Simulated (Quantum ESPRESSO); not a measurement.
**Si2Ni: single point with PBE**

Si2Ni:

```
Ni Si
1.0
     0.00000    2.69220    2.66522
     2.69220    0.00000    2.66522
     2.69220    2.69220    0.00000
Ni Si
1 2
Direct
  0.00000 0.00000 0.00000
  0.25000 0.25000 0.25000
  0.75000 0.75000 0.75000
```

The cell was built by a generator and needn't be a form met in nature.

```json
{
 "Program": "Quantum ESPRESSO 7.5",
 "Task": "single point",
 "Functional": "PBE",
 "Potentials or basis": "GBRV 1.5 PBE",
 "Cutoff": "612 eV",
 "Density cutoff": "4898 eV",
 "k mesh": "16 × 16 × 16",
 "Occupations": "methfessel-paxton, width 0.1 eV",
 "Spin": "no spin polarisation",
 "Mixing beta": "0.5",
 "Most SCF iterations": "120",
 "SCF threshold": "6e-10 Ry"
}
```

```yaml
Pressure: 7.1 GPa
Band_gap_on_the_k_mesh: none (metal or under the smearing width)
```

Stress tensor (GPa, compression positive):
```
6.91 0.00 0.00
0.00 6.91 0.00
0.00 0.00 7.37
```

Levels at points of the mesh, in eV from the Fermi level:
```
             k point  band 10  band 11  band 12  band 13  band 14  band 15  band 16  band 17
  (0.00, 0.00, 0.00)    -3.63    -0.15     1.65     1.78     1.78     2.18     2.18     2.29
 (0.00, 0.00, -0.50)    -3.45    -3.44    -1.57    -1.49     1.80     1.80     1.82     2.73
(0.00, -0.50, -0.50)    -3.74    -3.71    -3.58    -3.22    -0.36     1.37     7.68     8.32
(-0.50, -0.50, 0.00)    -3.72    -3.72    -3.55    -3.22    -0.43     1.31     7.70     8.44
```

Run time: 4.6 min on 1 thread of Intel(R) Xeon(R) Platinum 8375C CPU @ 2.90GHz (Ice Lake), on a shared host, peak memory 0.28 GiB.

Spin polarisation is off, so any magnetic state and its effect on volume and gap are missing.
